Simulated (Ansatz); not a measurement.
# MnPt2 in Ansatz: the effect of functional

The system is MnPt2.

```xyz
3
Lattice="2.8001 0.0000 0.0000 -1.4000 2.4249 0.0000 0.0000 0.0000 6.3992" Properties=species:S:1:pos:R:3 pbc="T T T"
Pt    1.4000    0.8083    2.0234
Pt    0.0000    1.6166    4.3757
Mn    0.0000    0.0000    0.0000
```

The cell comes from a database or a generator and needn't be the stable form of this composition.

The cell isn't the ideal one: volume scaled by 0.94.

Alike in all runs:

* Program: Ansatz 0.2.0
* Task: single point
* Potentials or basis: Ansatz PAW
* k mesh: 11 × 11 × 4
* Occupations: fermi-dirac, width 0.05 eV
* Spin: collinear spin, ferromagnetic start
* Starting moments: [0.0, 0.0, 4.0] μB

```csv
functional,cutoff,pressure (GPa),moment (μB),largest force (eV/Å)
LDA,420 eV (not typed: the program's choice for these potentials),-5.9,3.89,0.02
r2SCAN,500 eV (not typed: the program's choice for these potentials),11.6,4.78,0.19
PBE,420 eV (not typed: the program's choice for these potentials),?,?,?
```

Question: What does the run with functional PBE give?

Answer: Pressure 11.6 GPa; moment 4.21 μB; largest force 0.15 eV/Å.

Caveats: the PAW data sets come from PBE, with cores solved anew for the run's functional, which leaves a small shift of forces and pressure (some runs); the magnetic or orbital state may not be the lowest (some runs).
